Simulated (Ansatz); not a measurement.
C2H5ClSn, SMILES C[CH2][Sn][Cl], harmonic frequencies at the relaxed geometry

Computed with Ansatz's Python interface.

Typed at the interpreter:
```pycon
>>> import itertools
>>> import warnings
>>> import ansatz as az
>>> from ase.data import atomic_numbers, covalent_radii
>>> import numpy as np
>>> warnings.simplefilter("ignore", az.DeckWarning)
>>> geometry_ang = [
...     ("C", (-0.3142, 0.8925, 0.0897)),
...     ("C", (0.2484, -0.3032, 0.7102)),
...     ("Sn", (1.2983, -1.4294, -0.7764)),
...     ("Cl", (-0.067, -2.0503, -2.4926)),
...     ("H", (-1.067, 0.6348, -0.7439)),
...     ("H", (-0.9158, 1.5314, 0.8465)),
...     ("H", (0.4611, 1.5824, -0.3478)),
...     ("H", (0.9891, 0.0167, 1.5138)),
...     ("H", (-0.5445, -0.9212, 1.1834)),
... ]
>>> molecule = az.Crystal.molecule()
>>> for symbol, xyz in geometry_ang:
...     molecule = molecule.atom(symbol, xyz)
...
>>> base = (
...     molecule.calculation()
...     .basis(gaussian="def2-SVP")
...     .functional("PBE")
... )
>>> symbols = [site.symbol for site in molecule.cartesian_sites]
>>> start = np.array([site.position_ang for site in molecule.cartesian_sites], dtype=float)
>>> report = base.relax(force_tolerance=0.003).run(threads=1, backend="cpu").report

>>> end = np.array(report["positions_ang"])
>>> # pairs closer than 1.2 times the sum of covalent radii, before or after
>>> radius = [covalent_radii[atomic_numbers[s]] for s in symbols]
>>> span = lambda where, i, j: np.linalg.norm(where[i] - where[j])
>>> bonded = [(i, j) for i, j in itertools.combinations(range(len(symbols)), 2) if min(span(start, i, j), span(end, i, j)) < 1.2 * (radius[i] + radius[j])]
>>> print("pair        before    after (A)")
pair        before    after (A)
>>> for i, j in bonded:
...     print(f"{symbols[i]}{i}-{symbols[j]}{j}".ljust(10), f"{span(start, i, j):8.4f} {span(end, i, j):8.4f}")
...
C0-C1        1.4599   1.5279
C0-H4        1.1524   1.1088
C0-H5        1.1588   1.1119
C0-H6        1.1263   1.1099
C1-Sn2       2.1402   2.2391
C1-H7        1.1387   1.1139
C1-H8        1.1111   1.1176
Sn2-Cl3      2.2792   2.4271
>>> for first, second in list(itertools.combinations(bonded, 2)):
...     shared = set(first) & set(second)
...     if shared and symbols[(j := shared.pop())] != "H":
...         i, k = sorted((set(first) | set(second)) - {j})
...         u, v = end[i] - end[j], end[k] - end[j]
...         angle = np.degrees(np.arccos(np.clip(u @ v / np.linalg.norm(u) / np.linalg.norm(v), -1, 1)))
...         print(f"final angle {symbols[i]}{i}-{symbols[j]}{j}-{symbols[k]}{k}: {angle:.2f} deg")
...
final angle C1-C0-H4: 111.49 deg
final angle C1-C0-H5: 112.03 deg
final angle C1-C0-H6: 111.64 deg
final angle C0-C1-Sn2: 118.95 deg
final angle C0-C1-H7: 112.27 deg
final angle C0-C1-H8: 111.16 deg
final angle H4-C0-H5: 107.87 deg
final angle H4-C0-H6: 106.54 deg
final angle H5-C0-H6: 106.98 deg
final angle Sn2-C1-H7: 105.80 deg
final angle Sn2-C1-H8: 102.36 deg
final angle C1-Sn2-Cl3: 96.15 deg
final angle H7-C1-H8: 105.01 deg
>>> # same settings at the minimum
>>> minimum = az.Crystal.molecule()
>>> for symbol, place in zip(symbols, end):
...     minimum = minimum.atom(symbol, place.tolist())
...
>>> vibrating = (
...     minimum.calculation()
...     .basis(gaussian="def2-SVP")
...     .functional("PBE")
...     .phonons(temperatures=(298.15, 498.15, 100))
... )
>>> vib = vibrating.run(threads=1, backend="cpu").report["vibrations"]
>>> sums = vib["harmonic_sums"]
>>> modes = [m["omega_inv_cm"] for m in sums["modes_at_gamma"] if m["rigid_motion"] == "no"]
>>> for number, w in enumerate(modes, start=1):
...     print(f"mode {number:2d} {w:9.1f} 1/cm {w / 8065.544 * 1000:8.2f} meV")
...
mode  1      31.0 1/cm     3.84 meV
mode  2     123.9 1/cm    15.36 meV
mode  3     185.4 1/cm    22.99 meV
mode  4     245.9 1/cm    30.49 meV
mode  5     332.9 1/cm    41.28 meV
mode  6     412.6 1/cm    51.16 meV
mode  7     540.4 1/cm    67.00 meV
mode  8     874.7 1/cm   108.45 meV
mode  9     919.4 1/cm   113.99 meV
mode 10    1022.6 1/cm   126.78 meV
mode 11    1137.6 1/cm   141.04 meV
mode 12    1188.9 1/cm   147.41 meV
mode 13    1340.9 1/cm   166.25 meV
mode 14    1369.7 1/cm   169.82 meV
mode 15    1418.4 1/cm   175.87 meV
mode 16    1422.5 1/cm   176.37 meV
mode 17    2925.4 1/cm   362.70 meV
mode 18    2955.7 1/cm   366.47 meV
mode 19    2987.5 1/cm   370.40 meV
mode 20    3033.1 1/cm   376.06 meV
mode 21    3058.7 1/cm   379.24 meV
>>> print("imaginary modes:", sum(w < 0 for w in modes), " zero-point energy:", round(sums["zero_point_energy_ev"], 4), "eV")
imaginary modes: 0  zero-point energy: 1.7065 eV
>>> print("T (K)   F_vib (eV)   S_vib (meV/K)   C_vib (meV/K)")
T (K)   F_vib (eV)   S_vib (meV/K)   C_vib (meV/K)
>>> for row in zip(sums["temperatures_k"], sums["vibrational_free_energy_ev"], vib["entropy_ev_per_k"], vib["heat_capacity_ev_per_k"]):
...     print(f"{row[0]:6.1f} {row[1]:11.4f} {1000 * row[2]:13.4f} {1000 * row[3]:15.4f}")
...
 298.1      1.5997        0.6984          0.6082
 398.1      1.5199        0.8956          0.7601
 498.1      1.4210        1.0806          0.8930
```

Notes:
- These settings explore the input space; basis and method may be short of convergence.
- The frequencies are harmonic and unscaled, in a modest basis. The result belongs to the one conformer reached from this start, and soft torsions count as harmonic oscillators.
- def2 sets replace the cores of elements past krypton by effective core potentials.
- Run time: 2.6 min on 1 thread of Arm Neoverse V2 (shared host), peak memory 0.21 GiB.

(Lines on the test bed's own set-up are left out of the output.)
